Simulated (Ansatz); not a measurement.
SBr3:

```
CELL_PARAMETERS angstrom
-1.94152 1.94152 8.12064
1.94152 -1.94152 8.12064
1.94152 1.94152 -8.12064
ATOMIC_POSITIONS crystal
Br 0.50000 0.50000 0.00000
Br 0.25000 0.75000 0.50000
Br 0.75000 0.25000 0.50000
S 0.00000 0.00000 0.00000
```

The cell comes from a database or a generator and needn't be the stable form of this composition.

```yaml
Program: Ansatz 0.2.0
Task: relaxation of cell and atoms
Functional: r2SCAN
Dispersion: D4
Potentials_or_basis: Ansatz PAW
Cutoff: "500 eV (not typed: the program's choice for these potentials)"
k_mesh: 10 × 10 × 10
Occupations: fermi-dirac, width 0.05 eV
Spin: no spin polarisation
```

At the start: volume 30.61 Å³/atom.

**Question.** How do energy, volume and symmetry change on relaxing?

**Answer.** It ends after 6 steps and the volume is 26.32 Å³/atom (-14.0 %); space group I4/mmm (No. 139, to 0.05 Å).

The path:
```tsv
step	energy change (eV)	largest force (eV/Å)	volume (Å³)
1	0.0000	0.0000	122.44
2	-0.0418	0.0000	115.27
3	-0.0800	0.0000	109.58
4	-0.0921	0.0000	104.07
5	-0.0930	0.0000	105.29
6	-0.0910	0.0000	105.29
```

Final structure:
```yaml
crystal:
  lattice:
    - [-1.92670, 1.92670, 7.09091]
    - [1.92670, -1.92670, 7.09091]
    - [1.92670, 1.92670, -7.09091]
  atoms:
    - { symbol: Br, position: [0.50000, 0.50000, 0.00000] }
    - { symbol: Br, position: [0.25000, 0.75000, 0.50000] }
    - { symbol: Br, position: [0.75000, 0.25000, 0.50000] }
    - { symbol: S, position: [0.00000, 0.00000, 0.00000] }
```

Caveat: the plane-wave basis is chosen anew once the cell has moved, so the energies of steps on either side of that aren't comparable; an odd number of electrons without spin polarisation forces a metal; a magnetic or distorted state may lie lower; pairwise dispersion overbinds metals, which lowers pressure and volume; the PAW data sets come from PBE, with cores solved anew for the run's functional, which leaves a small shift of forces and pressure.
